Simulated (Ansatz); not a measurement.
# C2H8BFSi: small, medium and large basis sets

An exercise on one series of results from a longer session: the logs are not shown, and one member is left open.

The runs use Ansatz 0.2.0, Gaussian basis; one geometry, several basis sets.

The runs, in order: PBE0-D4/def2-SVP; ωB97M-V/def2-SVP; PBE0-D4/def2-QZVPP; ωB97M-V/def2-QZVPP; the functionals' def2-TZVPP values are taken from earlier runs.

### Structure used throughout

An earlier PBE0-D4 in a triple-zeta def2 set relaxation fixed the geometry.

SMILES `B[SiH](C)CF`, 13 atoms, charge 0, spin multiplicity 1.

Atoms are counted from 1 here; the program's logs count them from 0.

Bond lengths: B1–Si2 2.010 Å, B1–H6 1.197 Å, B1–H7 1.197 Å, Si2–C3 1.873 Å, Si2–C4 1.901 Å, Si2–H8 1.501 Å, C3–H9 1.092 Å, C3–H10 1.093 Å, C3–H11 1.092 Å, C4–F5 1.398 Å, C4–H12 1.095 Å, C4–H13 1.095 Å. Angles: Si2–B1–H6 122.3°, Si2–B1–H7 120.7°, H6–B1–H7 117.0°, B1–Si2–C3 115.1°, B1–Si2–C4 111.0°, B1–Si2–H8 104.8°, C3–Si2–C4 109.7°, C3–Si2–H8 110.1°, C4–Si2–H8 105.6°, Si2–C3–H9 110.9°, Si2–C3–H10 110.3°, Si2–C3–H11 111.3°, H9–C3–H10 108.0°, H9–C3–H11 108.3°, H10–C3–H11 108.0°, Si2–C4–F5 109.4°, Si2–C4–H12 111.6°, Si2–C4–H13 112.2° and more.

The first run:

File in.yaml:

```yaml
crystal:
  periodic: [false, false, false]
  atoms:
    - {symbol: B, position_ang: [-1.121558, 1.688915, 0.301971]}
    - {symbol: Si, position_ang: [-0.115790, -0.044418, 0.461823]}
    - {symbol: C, position_ang: [1.743308, 0.093969, 0.277727]}
    - {symbol: C, position_ang: [-0.786373, -1.336608, -0.761069]}
    - {symbol: F, position_ang: [-0.575895, -0.891056, -2.069520]}
    - {symbol: H, position_ang: [-0.616665, 2.746036, 0.548262]}
    - {symbol: H, position_ang: [-2.281607, 1.696810, 0.006539]}
    - {symbol: H, position_ang: [-0.461163, -0.562720, 1.827429]}
    - {symbol: H, position_ang: [2.148181, 0.838514, 0.966639]}
    - {symbol: H, position_ang: [2.001741, 0.398938, -0.739083]}
    - {symbol: H, position_ang: [2.233587, -0.861225, 0.478877]}
    - {symbol: H, position_ang: [-1.861261, -1.496637, -0.628670]}
    - {symbol: H, position_ang: [-0.285905, -2.305119, -0.656125]}
basis:
  gaussian: {orbitals: def2-SVP}
hamiltonian: {xc: pbe0, dispersion: d4}
output: {orbitals: {seedname: orbitals}}
```

Steps of the session up to this table: PBE0-D4 in def2-SVP; ωB97M-V in def2-SVP; PBE0-D4 in def2-QZVPP; ωB97M-V in def2-QZVPP.

One of the session's tables, all rows but one given; the rest of the session is left out.

It belongs to the step «Functionals by basis». 

```
functional       basis  HOMO (eV)  LUMO (eV)
   PBE0-D4    def2-SVP      -8.01      -2.30
   PBE0-D4  def2-TZVPP      -8.04      -2.36
   PBE0-D4  def2-QZVPP      -8.06      -2.38
   ωB97M-V    def2-SVP          ?          ?
   ωB97M-V  def2-TZVPP     -10.24      -0.42
   ωB97M-V  def2-QZVPP     -10.25      -0.46
```

Q: Estimate the row for ωB97M-V, def2-SVP from the others.

**Answer.** HOMO (eV): -10.19; LUMO (eV): -0.25. In the column «HOMO (eV)» it lies between ωB97M-V, def2-TZVPP (-10.24) and PBE0-D4, def2-QZVPP (-8.06).
